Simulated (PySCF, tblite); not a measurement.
**C₆H₁₄BNSi: geometry, infrared bands and NMR shifts**

Aim: predict the infrared bands and NMR shifts of C₆H₁₄BNSi (`NB[C@]1(C2CC2)CC[SiH2]1`).

Computed with tblite 0.8.0 and PySCF 2.14.0, with density-fitted response routines of our own, on a single molecule in the gas phase. Atoms count from 0, in the outputs and in this text.

## 1. Starting geometry

23 atoms, charge 0, multiplicity 1; geometry from: force field or distance geometry start.

Bonds of the start (Å): N0–B1 1.53, B1–C2 1.60, C2–C3 1.50, C3–C4 1.54, C4–C5 1.51, C2–C6 1.48, C6–C7 1.54, C7–Si8 1.85, Si8–C2 1.86, C5–C3 1.47, N0–H9 1.05, N0–H10 1.06, B1–H11 1.16, C3–H12 1.11, C4–H13 1.09, C4–H14 1.12, C5–H15 1.12, C5–H16 1.09, C6–H17 1.10, C6–H18 1.12, C7–H19 1.10, C7–H20 1.08, Si8–H21 1.45, Si8–H22 1.45.

## 2. Relaxing the molecule with GFN2-xTB

What the job is given:

```
{"job": {"kind": "relax", "xc": "GFN2-xTB", "basis": "xTB"}, "charge": 0, "multiplicity": 1}
N     -1.807300    -2.046700     0.430900
B     -1.346300    -1.023500    -0.602200
C      0.046400    -0.261400    -0.395300
C     -0.138600     1.188500    -0.711200
C     -1.180600     1.834200     0.223100
C      0.255400     2.303400     0.167700
C      1.152600    -1.019500    -1.020500
C      2.153600    -0.575000     0.058000
Si     0.761800    -0.679000     1.265300
H     -1.830700    -1.610100     1.382100
H     -2.790400    -2.320300     0.141400
H     -1.970900    -0.881700    -1.573200
H     -0.244100     1.407000    -1.795000
H     -1.971400     2.404800    -0.269000
H     -1.415900     1.246600     1.141400
H      0.423000     3.266000    -0.371800
H      0.806200     2.195800     1.103800
H      1.478600    -0.760600    -2.037800
H      0.987400    -2.116500    -0.875100
H      2.507800     0.427600    -0.212700
H      2.953800    -1.268400     0.280200
H      0.638400     0.363600     2.266900
H      0.526700    -2.047900     1.686200
```

Started as:

```bash
OMP_NUM_THREADS=1 python probes_run.py task.json out
```

This one command runs all jobs of the session in turn.

**Question.** This job is followed by: GFN2-xTB harmonic vibrations, gas phase; GIAO PBE0/pcSseg-1 NMR shielding, non-relativistic, gas phase. What will the session give for the following? strongest single infrared mode (GFN2-xTB); zero-point energy (GFN2-xTB); 13C shifts against TMS (PBE0/pcSseg-1); 1H shifts against TMS (PBE0/pcSseg-1, means over atoms taken as alike); 15N shifts against NH3 (PBE0/pcSseg-1); 11B shifts against BF3·OEt2 (PBE0/pcSseg-1); 29Si shifts against TMS (PBE0/pcSseg-1); surface potential, 1st and 99th percentile.

As calculated:

| quantity | value |
| --- | --- |
| strongest single infrared mode (GFN2-xTB) | 2216 cm⁻¹, 506 km/mol |
| zero-point energy (GFN2-xTB) | 118.3 kcal/mol |
| 13C shifts against TMS (PBE0/pcSseg-1) | 39.3, 34.5, 18.0, 7.8, 4.3, 2.6 ppm |
| 1H shifts against TMS (PBE0/pcSseg-1, means over atoms taken as alike) | 5.34, 4.50, 4.34, 4.21, 2.66, 2.30, 1.54, 1.11, 0.85, 0.59, 0.37, 0.33, -0.16 ppm |
| 15N shifts against NH3 (PBE0/pcSseg-1) | 107.3 ppm |
| 11B shifts against BF3·OEt2 (PBE0/pcSseg-1) | 42.0 ppm |
| 29Si shifts against TMS (PBE0/pcSseg-1) | -40.5 ppm |
| surface potential, 1st and 99th percentile | -0.55 V and 1.50 V |

The optimisation took 220 steps and gained 1.848 eV; among the close pairs (by a distance rule), N0–B1 changed most, from 1.525 to 1.383 Å. No mode is imaginary among the 63: a minimum at this level. The strongest single mode, at 2216 cm⁻¹, moves mainly H21. Unscaled tight-binding wavenumbers are off by several per cent, some by more. Its intensities can rank the bands wrongly. At PBE0/pcSseg-1: Shielding is most anisotropic at N0 (span 149 ppm, paramagnetic term -157 ppm).
